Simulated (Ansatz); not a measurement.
**BFH₄Sn (SMILES F[BH][SnH3]): functionals against CCSD(T) at one geometry**

One table from this session's results is given with a row withheld; the runs are named, their logs left out.

Computed with Ansatz 0.2.0, Gaussian basis. Level: single points in def2-TZVPP.

Cores are frozen in the correlated methods. Filled d shells of the heavier atoms are correlated. Core potentials replace the inner electrons past krypton, and spin-orbit coupling is left out.

**The system as given**

SMILES `F[BH][SnH3]`, 7 atoms, charge 0, spin multiplicity 1.

Atoms are counted from 1 here; the program's logs count them from 0.

Bond lengths: F1–B2 1.366 Å, B2–Sn3 2.238 Å, B2–H4 1.122 Å, Sn3–H5 1.675 Å, Sn3–H6 1.636 Å, Sn3–H7 1.792 Å. Angles: F1–B2–Sn3 119.3°, F1–B2–H4 114.0°, Sn3–B2–H4 126.2°, B2–Sn3–H5 116.0°, B2–Sn3–H6 111.5°, B2–Sn3–H7 115.0°, H5–Sn3–H6 110.9°, H5–Sn3–H7 99.1°, H6–Sn3–H7 102.9°.

As a file:

```tsv
atom	x (Å)	y (Å)	z (Å)
F1	-0.0288	-2.3082	-0.3860
B2	-0.4378	-1.2582	0.3861
Sn3	0.1229	0.8247	-0.2108
H4	-0.9363	-1.5623	1.3447
H5	-0.4895	1.3597	-1.6747
H6	-0.1955	1.8966	0.9828
H7	1.8692	1.0792	-0.5238
```

Set-up of the first run:

run/in.yaml

```yaml
crystal:
  periodic: [false, false, false]
  atoms:
    - {symbol: F, position_ang: [-0.028800, -2.308200, -0.386000]}
    - {symbol: B, position_ang: [-0.437800, -1.258200, 0.386100]}
    - {symbol: Sn, position_ang: [0.122900, 0.824700, -0.210800]}
    - {symbol: H, position_ang: [-0.936300, -1.562300, 1.344700]}
    - {symbol: H, position_ang: [-0.489500, 1.359700, -1.674700]}
    - {symbol: H, position_ang: [-0.195500, 1.896600, 0.982800]}
    - {symbol: H, position_ang: [1.869200, 1.079200, -0.523800]}
basis:
  gaussian: {orbitals: def2-TZVPP}
correlation: {method: ccsd_t}
output: {forces: true}
```

The command line of these runs was not kept.

Steps of the session up to this table: CCSD(T)/def2-TZVPP; PBE0-D4/def2-TZVPP; wB97M-V/def2-TZVPP; r2SCAN-D4/def2-TZVPP; PBE-D4/def2-TZVPP; BHLYP-D4/def2-TZVPP; LC-wPBE/def2-TZVPP.

One table of the session follows, with a row left open; its other results are not shown here.

```
   method  RMS force component (eV/Å)  angle to CCSD(T) forces (°)  dipole (D)
  CCSD(T)                       0.999                    reference        1.21
  PBE0-D4                       1.063                          4.8        1.20
  wB97M-V                       0.988                          2.2        1.23
r2SCAN-D4                       1.018                          3.8        1.15
   PBE-D4                           ?                            ?           ?
 BHLYP-D4                       1.078                          9.4        1.35
  LC-wPBE                       1.042                          2.2        1.26
```

Estimate the missing values for PBE-D4.

The run gave: RMS force component (eV/Å): 0.988; angle to CCSD(T) forces (°): 9.4; dipole (D): 1.07.
